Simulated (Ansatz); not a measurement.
# C₂H₆F₂OSi: one species, many methods

Aim: compute C₂H₆F₂OSi with functionals from several rungs and with coupled cluster, and see how far each lands from CCSD(T) at the basis-set limit for the atomisation energy.

The runs use Ansatz 0.2.0, Gaussian basis; functionals in def2-TZVPP, the program's frozen cores in correlated methods.

Levels to be run: PBE-D4, r2SCAN-D4, PBE0-D4, B3LYP-D4, ωB97X-V, ωB97M-V, B2PLYP; CCSD(T)/def2-TZVPP; MP2/def2-QZVPP; extrapolation to the limit.

### 1 Structure used throughout

All runs share one geometry, relaxed beforehand with PBE0-D4 in a triple-zeta def2 set.

SMILES `OC[SiH](F)CF`, 12 atoms, charge 0, spin multiplicity 1.

Atoms are counted from 1 here; the program's logs count them from 0.

Bond lengths: O1–C2 1.424 Å, O1–H7 0.961 Å, C2–Si3 1.875 Å, C2–H8 1.094 Å, C2–H9 1.099 Å, Si3–F4 1.610 Å, Si3–C5 1.885 Å, Si3–H10 1.485 Å, C5–F6 1.396 Å, C5–H11 1.095 Å, C5–H12 1.094 Å. Angles: C2–O1–H7 108.3°, O1–C2–Si3 110.3°, O1–C2–H8 106.7°, O1–C2–H9 111.8°, Si3–C2–H8 109.4°, Si3–C2–H9 112.0°, H8–C2–H9 106.3°, C2–Si3–F4 106.4°, C2–Si3–C5 110.7°, C2–Si3–H10 113.1°, F4–Si3–C5 106.9°, F4–Si3–H10 108.6°, C5–Si3–H10 110.9°, Si3–C5–F6 107.6°, Si3–C5–H11 111.4°, Si3–C5–H12 112.7°, F6–C5–H11 108.3°, F6–C5–H12 108.4° and more.

As a file:

```mol
C2H6F2OSi
  3D, bonds by distance, orders not assigned

 12 11  0  0  0  0  0  0  0  0999 V2000
   -0.0238   -1.9917    0.5701 O   0  0
    0.7952   -0.8617    0.8553 C   0  0
    0.5392    0.4707   -0.4387 Si  0  0
    0.7568   -0.2361   -1.8687 F   0  0
   -1.2369    1.1001   -0.4047 C   0  0
   -1.4196    1.7854    0.7974 F   0  0
    0.2436   -2.3515   -0.2799 H   0  0
    0.4805   -0.4842    1.8329 H   0  0
    1.8534   -1.1397    0.9573 H   0  0
    1.5015    1.5945   -0.3157 H   0  0
   -1.9546    0.2746   -0.4420 H   0  0
   -1.4584    1.7844   -1.2294 H   0  0
  1  2  8  0
  2  3  8  0
  3  4  8  0
  3  5  8  0
  5  6  8  0
  1  7  8  0
  2  8  8  0
  2  9  8  0
  3 10  8  0
  5 11  8  0
  5 12  8  0
M  END
```

### 2 PBE-D4 (GGA)

Contents of in.yaml:

```yaml
crystal:
  periodic: [false, false, false]
  atoms:
    - {symbol: O, position_ang: [-0.023825, -1.991666, 0.570134]}
    - {symbol: C, position_ang: [0.795215, -0.861715, 0.855324]}
    - {symbol: Si, position_ang: [0.539224, 0.470698, -0.438721]}
    - {symbol: F, position_ang: [0.756825, -0.236061, -1.868720]}
    - {symbol: C, position_ang: [-1.236897, 1.100085, -0.404687]}
    - {symbol: F, position_ang: [-1.419591, 1.785444, 0.797389]}
    - {symbol: H, position_ang: [0.243610, -2.351531, -0.279947]}
    - {symbol: H, position_ang: [0.480460, -0.484163, 1.832862]}
    - {symbol: H, position_ang: [1.853387, -1.139690, 0.957276]}
    - {symbol: H, position_ang: [1.501470, 1.594497, -0.315654]}
    - {symbol: H, position_ang: [-1.954610, 0.274555, -0.442029]}
    - {symbol: H, position_ang: [-1.458368, 1.784445, -1.229430]}
basis:
  gaussian: {orbitals: def2-TZVPP}
hamiltonian: {xc: pbe, dispersion: d4}
output: {forces: true, orbitals: {seedname: orbitals}}
```

The run is started by

```console
$ ansatz run in.yaml --threads 4 --pin off --events-out ev --progress --plain --max-ram 10444MiB
```

Further steps of the session: r2SCAN-D4 (meta-GGA); PBE0-D4 (hybrid); B3LYP-D4 (hybrid); ωB97X-V (range-separated); ωB97M-V (range-separated); B2PLYP (double hybrid); CCSD(T) in def2-TZVPP; MP2 in def2-QZVPP.

Q: Predict the results of all the runs planned. Wanted: atomisation energy, CCSD(T)/CBS; farthest; mean size of error, hybrid; mean size of error, range-separated; gap, smallest and largest; T1 diagnostic; triples share of the correlation energy.

**Answer**, as computed:

```
                               quantity                                 value
        atomisation energy, CCSD(T)/CBS                       1084.0 kcal/mol
functionals within 5.4 kcal/mol (0.5 %)           r2SCAN-D4, ωB97X-V, ωB97M-V
                               farthest               PBE-D4 (+18.9 kcal/mol)
             mean size of error, hybrid                          5.5 kcal/mol
    mean size of error, range-separated                          1.0 kcal/mol
              gap, smallest and largest  5.16 eV (PBE-D4), 12.17 eV (ωB97X-V)
                          T1 diagnostic                                0.0114
triples share of the correlation energy                                 3.2 %
```

What this shows: PBE-D4 is off by +18.9 kcal/mol. Double hybrids carry the basis error of their MP2 part in triple zeta, and no dispersion term here, so their miss is partly the set-up's. Misses under about 5.4 kcal/mol are within the doubt on the reference itself, which lacks core-valence correlation, relativity and higher excitations. Hartree-Fock recovers 72 % of the binding; the rest is correlation. The gap grows from 5.2 to 12.2 eV across the functionals, mostly with the share of exact exchange.
